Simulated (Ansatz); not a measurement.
**Sn: how the settings move a single-point run**

How sensitive is a single-point run of Sn to its settings? A reference run comes first, then one run with altered input.

Program: Ansatz 0.2.0. Level of theory: reference: DFT, PBEsol, PAW with Ansatz's default frozen-core files, scalar-relativistic. These are calculated values, not measurements.

1 further run of the same task is left out (it didn't finish). Runs told in other sessions of the task aren't counted.

### Step 1. Starting point

The structure is trigonal, space group R-3m (No. 166). The conventional cell has a = 4.573 Å, b = 4.573 Å, c = 11.201 Å, α = 90.00°, β = 90.00°, γ = 120.00°. Sn (site symmetry 3m) has 1 Sn at 1.62 Å in its first shell of neighbours.

Coordinates:

```xyz
2
Lattice="0.0000 3.2333 3.2333 3.2333 0.0000 3.2333 3.2333 3.2333 0.0000" Properties=species:S:1:pos:R:3 pbc="T T T"
Sn    0.3395   -0.3395   -0.3395
Sn    1.2772    1.9562    1.9562
```

### Step 2. Reference

Input file input.yaml:

```yaml
crystal:
  lattice:
    - [0.0, 3.2333428, 3.2333428]
    - [3.2333428, 0.0, 3.2333428]
    - [3.2333428, 3.2333428, 0.0]
  atoms:
    - { symbol: Sn, position: [-0.1575, 0.0525, 0.0525] }
    - { symbol: Sn, position: [0.4075, 0.1975, 0.1975] }
kpoints:
  mp_grid: { grid: [8, 8, 8] }
scf:
  occupations: { method: fermi_dirac, width: 0.05 }
hamiltonian:
  xc: pbesol
  pseudopotentials: { kind: paw }
output:
  forces: true
  stress: true
  eigenvalues: true
  populations: true
```

Started as:

```
$ ansatz run input.yaml --threads 1 --pin off --max-ram 2048MiB --backend cpu --events-out ev --progress --plain --runs-dir out
```

### Step 3. Changing settings: ecutwfc 29.4 Ry, accuracy medium

input.yaml: that of step 2 with these lines changed.

```diff
@@ -20 +20,4 @@
   populations: true
+basis:
+  ecutwfc: "29.4 Ry"
+accuracy: medium
```

Before running it: what results should come out? Wanted: for each run, ending; energy change; pressure; gap; force.

**Answer**, as computed:

```
                                run     ending  energy change  pressure (GPa)  gap (eV)  force (eV/Å)  cycles   time
                          reference  converged              0           104.6      0.00         83.80       8  6.9 s
1: ecutwfc 29.4 Ry, accuracy medium  converged  +5.1 meV/atom           104.6      0.00         83.83       8  6.3 s
```

Residual by cycle in the longest SCF loop of each run; runs are numbered as in the table. The quantity is the density residual dr2, in eV.

```
cycle  reference    run 1
    1       0.07   0.0699
    2     0.0222   0.0222
    3    0.00512  0.00514
    4     7.4e-4   7.5e-4
    5     1.5e-5   1.5e-5
    6     1.9e-6   1.9e-6
    7     2.2e-7   2.2e-7
    8     2.0e-8   2.1e-8
```

Changing the cutoff and accuracy level moves the energy by +5.1 meV/atom, and the largest force goes from 83.80 to 83.83 eV/Å. The log warns that the cutoff is under what these potentials recommend, so the shift holds truncation error. Run 1 ran under the cutoff that the potentials recommend, as the log warns, so basis error is mixed into its values. The structure is not at rest: the sound run finds 105 GPa, so these are no properties of the relaxed crystal. 
